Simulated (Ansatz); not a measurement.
# AsSi: the cost of one run

The runs use Ansatz 0.2.0, Gaussian basis; def2-QZVPP, all electrons in the functionals, frozen cores in the correlation of double hybrids and RPA.

Plan: PBE, BLYP, r2SCAN, B97M-V, PBE0, B3LYP, wB97M-V, B2PLYP, at charge 1, singlet; charge 1, triplet.

4 further runs of the same task are left out: 4 set aside as unsound or not needed.

### 1 What is computed

The geometry is a PBE0/def2-TZVP stationary point (not a proven minimum). No spin-orbit coupling is included. The filled d shell of As may be among the frozen orbitals whatever the setting's name suggests; the logs give the count.

2 atoms, charge 1, spin multiplicity 1.

Atoms are counted from 1 here; the program's logs count them from 0.

Bond lengths: Si1–As2 2.340 Å.

No dispersion term is added; B97M-V, wB97M-V hold VV10 nonlocal correlation. B3LYP takes the VWN-RPA correlation.

The geometry shown and the zero of energy belong to the point charge 1, singlet. The yardstick, RCCSD(T), and other wave-function levels (R restricted, U unrestricted, valence and pair active spaces) come from earlier runs.

### 2 PBE, charge 1, singlet

Input file in.yaml:

```yaml
crystal:
  periodic: [false, false, false]
  atoms:
    - {symbol: Si, position_ang: [0.000000, 0.000000, 0.000000]}
    - {symbol: As, position_ang: [0.000000, 0.000000, 2.339600]}
basis:
  gaussian: {orbitals: "def2-QZVPP.json"}
total_charge: 1
magnetization: {spin_polarized: true, initial_magnetization: 0}
hamiltonian: {xc: {name: PBE}}
output: {orbitals: {seedname: orbitals}}
```

Started as:

```bash
> ansatz run in.yaml --threads 1 --pin off --events-out ev --progress --plain --max-ram 2393MiB
```

Q: Estimate wall time and peak memory on 1 thread of Arm Neoverse N1, shared host.

About 75 s, with a peak of 0.36 GiB.
